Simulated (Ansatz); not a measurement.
Cl₃HOSi, SMILES O[Si](Cl)(Cl)Cl, a ladder of methods at one geometry

With Ansatz's Python interface.

The cells in order, each with its output:

```python
from pathlib import Path

import ansatz as az
import numpy as np
```

```python
geometry_ang = [
    ("O", (-0.7544, 0.407, 1.0219)),
    ("Si", (0.176, 0.0813, -0.2584)),
    ("Cl", (1.744, -0.9397, 0.4376)),
    ("Cl", (-0.7782, -1.084, -1.5455)),
    ("Cl", (0.7859, 1.7703, -1.2024)),
    ("H", (-1.1313, -0.299, 1.5007)),
]
molecule = az.Crystal.molecule()
for symbol, xyz in geometry_ang:
    molecule = molecule.atom(symbol, xyz)
```

```python
setup = molecule.calculation().basis(gaussian="def2-SVP")
```

```python
print("functional    E (Ha)        dipole (D)   HOMO (eV)  LUMO (eV)")
for name in ["pbe", "lda", "b3lyp", "lc_wpbe", "r2scan0"]:
    r = setup.functional(name).forces().orbitals().run(runs_dir="runs").report
    lines = Path(r["orbitals_path"]).read_text().splitlines()
    field_of = lambda key: [line.split("=")[1].strip() for line in lines if line.startswith(key)]
    orbitals = [(27.211386 * float(e), s, float(n)) for e, s, n in zip(field_of("Ene="), field_of("Spin="), field_of("Occup="))]
    homo = max(e for e, _, n in orbitals if n > 0.5)
    lumo = min(e for e, _, n in orbitals if n < 0.5)
    dipole = 4.803205 * np.linalg.norm(r["charge_distribution"]["dipole_moment_e_ang"])
    print(f"{name:10s} {r['free_energy_ev'] / 27.211386246:14.6f} {dipole:9.3f} {homo:11.3f} {lumo:10.3f}")
```

    functional    E (Ha)        dipole (D)   HOMO (eV)  LUMO (eV)
    pbe          -1744.731635     1.607      -7.595     -0.365
    lda          -1739.374886     1.636      -7.692     -0.542
    b3lyp        -1745.579759     1.604      -8.781      0.431
    lc_wpbe      -1745.015595     1.719     -12.043      3.084
    r2scan0      -1745.367127     1.686      -9.493      0.895

Total energies depend on the basis set; only differences at equal settings carry meaning. The geometry is a force-field or estimated start, not a minimum of this method, and the basis set is short of its limit. A lower total doesn't mark the better method: functionals have no common bound, and MP2 and coupled cluster aren't variational. b3lyp holds the VWN-RPA fit, as in Gaussian; the form of ORCA and Turbomole is b3lyp5. Levels such as HOMO and LUMO are orbital energies: with these approximate functionals they aren't the ionisation energy and electron affinity, and their gap isn't the fundamental gap. Wall time of the script: 20 s on 1 thread of Arm Neoverse V1, with other jobs on the host, peak memory 0.28 GiB.
